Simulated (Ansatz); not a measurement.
**GePH (singlet): from Hartree-Fock to the top rungs at a displaced geometry (v1), cc-pVTZ**

An exercise on one series of results from a longer session: the logs are not shown, and one member is left open.

The runs use Ansatz 0.2.0, Gaussian basis; cc-pVTZ, core rule «outside noble gas», up to 19 orbitals frozen.

To be run: UHF; CCSD(T) on RHF; CCSD(T) on UHF; BCCD(T) on RHF; CCSDT(Q) on RHF; CASSCF and NEVPT2, 10 electrons in 9 orbitals.

12 further runs of the same task are left out: 1 for a known fault of the program, 2 that didn't finish, 9 set aside as unsound or not needed. Runs told in other sessions of the task aren't counted.

## The system

The geometry is a PBE0/def2-TZVP stationary point (not a proven minimum) with its atoms shifted at random (size 0.040 Å). No spin-orbit coupling is included. The filled d shell of Ge may be among the frozen orbitals whatever the setting's name suggests.

3 atoms, charge 0, spin multiplicity 1.

Atoms are counted from 1 here; the program's logs count them from 0.

Bond lengths: Ge1–P2 2.138 Å, P2–H3 1.513 Å. Angles: Ge1–P2–H3 68.4°.

As a file:

| atom | x (Å) | y (Å) | z (Å) |
| --- | --- | --- | --- |
| Ge1 | -0.0002 | 0.0076 | 0.6484 |
| P2 | -0.0010 | -0.0620 | -1.4889 |
| H3 | 0.0469 | 1.3612 | -0.9769 |

Set-up of the first run:

Contents of in.yaml:

```yaml
crystal:
  periodic: [false, false, false]
  atoms:
    - {symbol: Ge, position_ang: [-0.000207, 0.007565, 0.648407]}
    - {symbol: P, position_ang: [-0.001041, -0.062037, -1.488859]}
    - {symbol: H, position_ang: [0.046923, 1.361171, -0.976950]}
basis:
  gaussian: {orbitals: cc-pVTZ}
magnetization: {spin_polarized: true, initial_magnetization: 0}
hamiltonian: {xc: hf}
output: {orbitals: {seedname: orbitals}}
```

Command:

```console
$ ansatz run in.yaml --threads 1 --pin off --events-out ev --progress --plain --max-ram 2393MiB
```

Among the steps run: UHF; CCSD(T) on RHF; CCSD(T) on UHF; BCCD(T) on RHF; CCSDT(Q) on RHF; CASSCF and NEVPT2, 10 electrons in 9 orbitals.

One table of the session follows, with a row left open; its other results are not shown here.

```
        method  from RCCSDT(Q) (kcal/mol)
           RHF                    +177.82
           UHF                    +176.88
          RMP2                          ?
         RCCSD                     +11.79
      RCCSD(T)                      +1.52
       BCCD(T)                      +1.48
        RCCSDT                      +0.90
     RCCSDT(Q)                          0
CASSCF valence                    +124.56
NEVPT2 valence                     +27.86
```

Estimate the missing values for RMP2.

As computed: from RCCSDT(Q) (kcal/mol): +27.29. In the column «from RCCSDT(Q) (kcal/mol)» it lies between RCCSD (+11.79) and NEVPT2 valence (+27.86).

Not comparable, so not listed: CCSD(T) on UHF (they don't share determinant, frozen orbitals or solution with the rows shown, or repeat one).

Limits of these values: Warnings: restricted reference is unstable; spin contamination.
